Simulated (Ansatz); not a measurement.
# BF2H3Sn: the cost of one run

All numbers below are computed with Ansatz 0.2.0 (RKS r2SCAN-D4/def2-SVPD).

## 1. The structure to begin with

Bond lengths: F1–B2 1.507 Å, B2–F3 1.455 Å, B2–Sn4 2.213 Å, Sn4–H5 1.695 Å, Sn4–H6 1.777 Å, Sn4–H7 1.784 Å. Angles: F1–B2–F3 120.0°, F1–B2–Sn4 119.1°, F3–B2–Sn4 120.9°, B2–Sn4–H5 112.2°, B2–Sn4–H6 109.4°, B2–Sn4–H7 107.4°, H5–Sn4–H6 112.0°, H5–Sn4–H7 109.0°, H6–Sn4–H7 106.6°.

Structure file:

```xyz
7

F     1.6774   -1.7319    0.4441
B     0.2982   -1.1398    0.5803
F    -0.7167   -1.8315    1.3605
Sn   -0.1479    0.7877   -0.4120
H     1.1695    1.3679   -1.3073
H    -0.6956    1.9639    0.8025
H    -1.5237    0.5158   -1.5139
```

## 2. Relaxing end A

input.yaml reads:

```yaml
crystal:
  periodic: [false, false, false]
  atoms:
    - { symbol: F, position_ang: [1.6774, -1.7319, 0.4441] }
    - { symbol: B, position_ang: [0.2982, -1.1398, 0.5803] }
    - { symbol: F, position_ang: [-0.7167, -1.8315, 1.3605] }
    - { symbol: Sn, position_ang: [-0.1479, 0.7877, -0.412] }
    - { symbol: H, position_ang: [1.1695, 1.3679, -1.3073] }
    - { symbol: H, position_ang: [-0.6956, 1.9639, 0.8025] }
    - { symbol: H, position_ang: [-1.5237, 0.5158, -1.5139] }
basis:
  gaussian: { orbitals: def2-SVPD }
hamiltonian:
  xc: r2scan
  dispersion: d4
relax:
  f_tol: 0.015
  max_steps: 40
```

Command:

```console
> ansatz run input.yaml --threads 2 --pin off --max-ram 3072MiB --backend cpu --events-out ev --progress --plain --runs-dir out
```

What time and memory should one allow on 2 threads of Arm Neoverse V1, shared host?

About 31 s, with a peak of 0.17 GiB.
